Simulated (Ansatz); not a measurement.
# C₂H₉AlSi₂: one species, many methods

One table from this session's results is given with a row withheld; the runs are named, their logs left out.

Program: Ansatz 0.2.0, Gaussian basis. Level of theory: functionals in def2-TZVPP, the program's frozen cores in correlated methods. These are calculated values, not measurements.

Plan: LDA (SPW92), PBE-D4, revPBE-D4, BLYP-D4, r2SCAN-D4, B97M-V, PBE0-D4, B3LYP-D4, r2SCANh-D4, r2SCAN0-D4, HSE06-D4, BHLYP-D4, CAM-B3LYP-D4, LC-ωPBE, ωB97X-V, ωB97M-V, B2PLYP, PBE-QIDH; CCSD(T)/def2-SVP; CCSD(T)/def2-TZVPP; MP2/def2-QZVPP; extrapolation to the limit; RPA on PBE.

## Structure used throughout

The geometry comes from an earlier relaxation with PBE0-D4 in a triple-zeta def2 set; it is a stationary point, not always the lowest conformer.

SMILES `CC[SiH]1[AlH][SiH2]1`, 14 atoms, charge 0, spin multiplicity 1.

Atoms are counted from 1 here; the program's logs count them from 0.

Bond lengths: C1–C2 1.525 Å, C1–H6 1.093 Å, C1–H7 1.093 Å, C1–H8 1.093 Å, C2–Si3 1.886 Å, C2–H9 1.095 Å, C2–H10 1.094 Å, Si3–Al4 2.397 Å, Si3–Si5 2.327 Å, Si3–H11 1.508 Å, Al4–Si5 2.418 Å, Al4–H12 1.588 Å, Si5–H13 1.491 Å, Si5–H14 1.499 Å. Angles: C2–C1–H6 111.3°, C2–C1–H7 111.4°, C2–C1–H8 111.3°, H6–C1–H7 107.6°, H6–C1–H8 107.7°, H7–C1–H8 107.4°, C1–C2–Si3 113.3°, C1–C2–H9 110.8°, C1–C2–H10 110.9°, Si3–C2–H9 107.4°, Si3–C2–H10 107.6°, H9–C2–H10 106.4°, C2–Si3–Al4 145.2°, C2–Si3–Si5 132.3°, C2–Si3–H11 110.9°, Al4–Si3–Si5 61.5°, Al4–Si3–H11 92.8°, Si5–Si3–H11 101.7° and more.

The first run:

Input file in.yaml:

```yaml
crystal:
  periodic: [false, false, false]
  atoms:
    - {symbol: C, position_ang: [0.326283, 1.399806, 1.946133]}
    - {symbol: C, position_ang: [0.625331, 1.217975, 0.462135]}
    - {symbol: Si, position_ang: [0.124611, -0.476585, -0.198273]}
    - {symbol: Al, position_ang: [-1.717206, -1.913988, -0.734294]}
    - {symbol: Si, position_ang: [-0.020276, -1.335477, -2.356511]}
    - {symbol: H, position_ang: [0.632690, 2.389958, 2.294318]}
    - {symbol: H, position_ang: [0.853437, 0.659236, 2.552600]}
    - {symbol: H, position_ang: [-0.741101, 1.290276, 2.153003]}
    - {symbol: H, position_ang: [1.694335, 1.345644, 0.261524]}
    - {symbol: H, position_ang: [0.105994, 1.972938, -0.135703]}
    - {symbol: H, position_ang: [0.867815, -1.574613, 0.519729]}
    - {symbol: H, position_ang: [-3.032999, -2.720636, -0.360568]}
    - {symbol: H, position_ang: [1.058902, -1.934747, -3.193462]}
    - {symbol: H, position_ang: [-0.790713, -0.348987, -3.181830]}
basis:
  gaussian: {orbitals: def2-TZVPP}
hamiltonian: {xc: lda}
output: {orbitals: {seedname: orbitals}}
```

Command:

```
ansatz run in.yaml --threads 4 --pin off --events-out ev --progress --plain --max-ram 10444MiB
```

Among the steps run: LDA; PBE-D4 (GGA); revPBE-D4 (GGA); BLYP-D4 (GGA); r2SCAN-D4 (meta-GGA); B97M-V (meta-GGA); PBE0-D4 (hybrid); B3LYP-D4 (hybrid); r2SCANh-D4 (hybrid); r2SCAN0-D4 (hybrid); HSE06-D4 (hybrid); BHLYP-D4 (hybrid); CAM-B3LYP-D4 (range-separated); LC-ωPBE (range-separated); ωB97X-V (range-separated); ωB97M-V (range-separated); B2PLYP (double hybrid); PBE-QIDH (double hybrid).

One table of the session follows, with a row left open; its other results are not shown here.

It belongs to the step «Frontier levels by functional». 

| functional | HOMO (eV) | LUMO (eV) | gap (eV) |
| --- | --- | --- | --- |
| LDA (SPW92) | -5.23 | -3.04 | 2.20 |
| PBE-D4 | -5.13 | -2.83 | 2.30 |
| revPBE-D4 | -5.09 | -2.74 | 2.35 |
| BLYP-D4 | -4.97 | -2.64 | 2.32 |
| r2SCAN-D4 | -5.31 | -2.64 | 2.67 |
| B97M-V | -5.34 | -2.75 | 2.59 |
| PBE0-D4 | -6.03 | -2.08 | 3.94 |
| B3LYP-D4 | -5.84 | -2.21 | 3.63 |
| r2SCANh-D4 | -5.64 | -2.38 | 3.26 |
| r2SCAN0-D4 | ? | ? | ? |
| HSE06-D4 | -5.64 | -2.45 | 3.19 |
| BHLYP-D4 | -6.80 | -1.20 | 5.60 |
| CAM-B3LYP-D4 | -7.16 | -1.04 | 6.11 |
| LC-ωPBE | -8.36 | -0.06 | 8.31 |
| ωB97X-V | -8.09 | -0.14 | 7.95 |
| ωB97M-V | -7.89 | -0.39 | 7.50 |

Estimate the missing values for r2SCAN0-D4.

Worked estimate for «HOMO (eV)». Against the share of exact exchange, r2SCAN-D4 (0, -5.31), r2SCANh-D4 (0.1, -5.64) give a slope of -3.30 per unit share; at 0.25 the line stands at -6.13.

As computed: HOMO (eV): -6.14; LUMO (eV): -1.99; gap (eV): 4.15. In «HOMO (eV)» the line misses by +0.01.
